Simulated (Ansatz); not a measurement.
**CH₄F₂GeO: one species, many methods**

An exercise on one series of results from a longer session: the logs are not shown, and one member is left open.

Computed with Ansatz 0.2.0, Gaussian basis. Level: functionals in def2-TZVPP, the program's frozen cores in correlated methods.

Plan: LDA (SPW92), PBE-D4, revPBE-D4, BLYP-D4, r2SCAN-D4, B97M-V, PBE0-D4, B3LYP-D4, r2SCANh-D4, r2SCAN0-D4, HSE06-D4, BHLYP-D4, CAM-B3LYP-D4, LC-ωPBE, ωB97X-V, ωB97M-V, B2PLYP, PBE-QIDH; CCSD(T)/def2-SVP; CCSD(T)/def2-TZVPP; MP2/def2-QZVPP; extrapolation to the limit; RPA on PBE.

## Structure used throughout

The geometry comes from an earlier relaxation with PBE0-D4 in a triple-zeta def2 set; it is a stationary point, not always the lowest conformer.

SMILES `FC(F)[O][GeH3]`, 9 atoms, charge 0, spin multiplicity 1.

Atoms are counted from 1 here; the program's logs count them from 0.

Bond lengths: F1–C2 1.362 Å, C2–F3 1.366 Å, C2–O4 1.331 Å, C2–H6 1.093 Å, O4–Ge5 1.817 Å, Ge5–H7 1.529 Å, Ge5–H8 1.531 Å, Ge5–H9 1.531 Å. Angles: F1–C2–F3 105.3°, F1–C2–O4 111.7°, F1–C2–H6 108.4°, F3–C2–O4 111.5°, F3–C2–H6 108.5°, O4–C2–H6 111.2°, C2–O4–Ge5 121.2°, O4–Ge5–H7 101.8°, O4–Ge5–H8 107.6°, O4–Ge5–H9 109.1°, H7–Ge5–H8 112.3°, H7–Ge5–H9 112.9°, H8–Ge5–H9 112.4°.

Set-up of the first run:

in.yaml

```yaml
crystal:
  periodic: [false, false, false]
  atoms:
    - {symbol: F, position_ang: [1.422861, -1.110017, 0.923827]}
    - {symbol: C, position_ang: [1.353765, -0.247920, -0.127787]}
    - {symbol: F, position_ang: [1.505683, 0.995849, 0.416484]}
    - {symbol: O, position_ang: [0.198520, -0.357732, -0.779781]}
    - {symbol: Ge, position_ang: [-1.362382, 0.190655, -0.027399]}
    - {symbol: H, position_ang: [2.201608, -0.442725, -0.789419]}
    - {symbol: H, position_ang: [-2.394118, -0.576165, -0.854873]}
    - {symbol: H, position_ang: [-1.465666, 1.705193, -0.229427]}
    - {symbol: H, position_ang: [-1.371871, -0.203536, 1.451475]}
basis:
  gaussian: {orbitals: def2-TZVPP}
hamiltonian: {xc: lda}
output: {orbitals: {seedname: orbitals}}
```

On the command line:

```console
$ ansatz run in.yaml --threads 4 --pin off --events-out ev --progress --plain --max-ram 10444MiB
```

Among the steps run: LDA; PBE-D4 (GGA); revPBE-D4 (GGA); BLYP-D4 (GGA); r2SCAN-D4 (meta-GGA); B97M-V (meta-GGA); PBE0-D4 (hybrid); B3LYP-D4 (hybrid); r2SCANh-D4 (hybrid); r2SCAN0-D4 (hybrid); HSE06-D4 (hybrid); BHLYP-D4 (hybrid); CAM-B3LYP-D4 (range-separated); LC-ωPBE (range-separated); ωB97X-V (range-separated); ωB97M-V (range-separated); B2PLYP (double hybrid); PBE-QIDH (double hybrid).

One table of the session follows, with a row left open; its other results are not shown here.

It belongs to the step «Orbital energies across the functionals». 

```
  functional  HOMO (eV)  gap (eV)
 LDA (SPW92)      -7.74      6.59
      PBE-D4      -7.58      6.73
   revPBE-D4      -7.51      6.80
     BLYP-D4      -7.49      6.74
   r2SCAN-D4      -7.97      7.47
      B97M-V      -8.12      7.47
     PBE0-D4      -9.20      9.25
    B3LYP-D4      -8.96      8.75
  r2SCANh-D4      -8.58      8.38
  r2SCAN0-D4      -9.47      9.72
    HSE06-D4      -8.79      8.47
    BHLYP-D4     -10.70     11.63
CAM-B3LYP-D4     -10.65     11.70
     LC-ωPBE          ?         ?
     ωB97X-V     -11.65     13.80
     ωB97M-V     -11.54     13.44
```

Estimate the missing values for LC-ωPBE.

**Answer.** HOMO (eV): -11.98; gap (eV): 14.29. In the column «HOMO (eV)» it is the lowest.
